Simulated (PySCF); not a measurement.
# A diatomic session: NaTl+

Aim: find the lowest electronic state of NaTl+, scan its bond at several levels of theory, and get bond length, wavenumber and dissociation energy from each curve.

The runs use PySCF 2.14.0; Na cc-pVDZ, Tl cc-pVDZ-PP with ECP60, scalar-relativistic core potentials.

## 1. The job

A driver script around PySCF takes these settings:

```
atoms                         : Na, Tl
charge                        : 1
basis                         : Na cc-pVDZ, Tl cc-pVDZ-PP with ECP60
Hamiltonian                   : scalar-relativistic core potentials
basis functions               : 41
electrons treated             : 31
masses in u                   : 22.9898, 204.9744
levels                        : PBE0, PBE, r²SCAN, BLYP, PBEsol, B97-3, HSE06, HF, MP2, SCS-MP2, CCSD, CCSD(T)
grid                          : 80 radial by 434 angular points
occupations                   : held fixed by the projection of orbital angular momentum
dissociation limit            : Na+ + Tl, each in its ground configuration
starting distance in angstrom : 3.105
values of 2S to try           : 1, 3
```

Started as:

```console
OMP_NUM_THREADS=1 python dia.py task.json out
```

Further steps of the session: PBE0 along the bond; Other states along the same grid; PBE; r²SCAN; BLYP (GGA); PBEsol; B97-3; HSE06 (range-separated hybrid); UHF; Correlated methods on the Hartree–Fock reference.

Q: Predict the outcome of this session. Wanted: for each run, Re; ωe; De; μ.

As calculated:

Lowest PBE0 solution found, without spin–orbit coupling: ²Σ⁺ (doublet), unpaired electrons σ ↑. State 2 has its PBE0 minimum 1.14 eV higher. State 3 has its PBE0 minimum 6.32 eV higher. The other levels ran on the lowest alone.

```csv
level,Re (Å),ωe (cm⁻¹),De (eV),μ (D)
UHF,3.680,92.9,1.00,-9.77
UHF-MP2,3.595,98.9,1.00,n/a
UHF-SCS-MP2,3.612,97.7,1.00,n/a
UHF-CCSD,3.596,99.6,1.00,n/a
UHF-CCSD(T),3.592,100.0,1.00,n/a
PBE,3.660,86.4,1.23,-8.68
PBEsol,3.616,89.8,1.19,-8.90
BLYP,3.687,82.4,1.23,-8.54
r²SCAN,3.602,95.0,1.08,-9.39
PBE0,3.612,92.0,1.15,-8.99
B97-3,3.600,96.7,1.05,-9.38
HSE06,3.619,90.9,1.15,-8.98
```

De is counted to Na+ + Tl in their ground configurations. A positive dipole points from Na to Tl; in an ion it is taken about the centre of mass and does not tell which atom is negative.

Differences from CCSD(T) in the same basis:

```csv
level,Re (mÅ),ωe (%)
UHF,+89,-7.1
UHF-MP2,+4,-1.1
UHF-SCS-MP2,+21,-2.3
UHF-CCSD,+4,-0.4
PBE,+68,-13.5
PBEsol,+25,-10.2
BLYP,+95,-17.6
r²SCAN,+11,-4.9
PBE0,+20,-8.0
B97-3,+8,-3.3
HSE06,+27,-9.0
```

In words: Judged by CCSD(T) in the same basis: best bond length UHF-MP2 and UHF-CCSD (+4 mÅ), worst BLYP (+95 mÅ); best wavenumber UHF-CCSD (-0.4 %), worst BLYP (-17.6 %). CCSD(T) in a basis this small is itself some way from its limit, more so than the functionals. Of the levels with a De here, UHF-MP2 gives the least (1.00 eV) and PBE the most (1.23 eV).

Correlated steps freeze 5 core orbitals. Spin–orbit coupling is left out, which matters for elements this heavy, above all for dissociation energies. With spin–orbit coupling the term label itself may not hold.
